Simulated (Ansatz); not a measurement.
# PbW: the cost of one run

Computed with Ansatz 0.2.0 (DFT PBE, scalar-relativistic, plane waves, PAW, unless a step's input says otherwise).

1 further run of the same task is left out (it didn't finish).

## (1) The structure to begin with

The structure is cubic, space group F-43m (No. 216). Conventional cell: a = 6.182 Å, b = 6.182 Å, c = 6.182 Å, α = 90.00°, β = 90.00°, γ = 90.00°. Pb (site symmetry -43m) is surrounded by 4 W at 2.68 Å. W (site symmetry -43m) is surrounded by 4 Pb at 2.68 Å.

As a file:

```cif
data_structure
_symmetry_space_group_name_H-M 'P 1'
_symmetry_Int_Tables_number 1
_cell_length_a 4.3713
_cell_length_b 4.3713
_cell_length_c 4.3713
_cell_angle_alpha 60.000
_cell_angle_beta 60.000
_cell_angle_gamma 60.000
_cell_volume 59.06
loop_
_atom_site_label
_atom_site_type_symbol
_atom_site_fract_x
_atom_site_fract_y
_atom_site_fract_z
_atom_site_occupancy
Pb1 Pb 0.75000 0.75000 0.75000 1
W1 W 0.00000 0.00000 0.00000 1
```

Recipe of the guess: species swapped into a database cell of InSb (F-43m, No. 216), with W on the In sites and Pb on the Sb sites. The dimensions are guesses.

## (2) A first look at the guess

input.yaml

```yaml
crystal:
  lattice:
    - [0.0, 3.09099539, 3.09099539]
    - [3.09099539, 0.0, 3.09099539]
    - [3.09099539, 3.09099539, 0.0]
  atoms:
    - { symbol: Pb, position: [0.75, 0.75, 0.75] }
    - { symbol: W, position: [0.0, 0.0, 0.0] }
basis:
  ecutwfc: 420
kpoints:
  mp_grid: { grid: [6, 6, 6] }
hamiltonian:
  xc: pbe
scf:
  occupations: { method: gaussian, width: 0.1 }
  lower_state_search: "off"
output:
  forces: true
  stress: true
  eigenvalues: true
```

The run is started by

```
> ansatz run input.yaml --threads 1 --pin off --max-ram 2560MiB --backend cpu --events-out ev --progress --plain --runs-dir out
```

What time and memory should one allow on 1 thread of Arm Neoverse V2, shared host?

About 1.3 s, with a peak of 0.31 GiB.
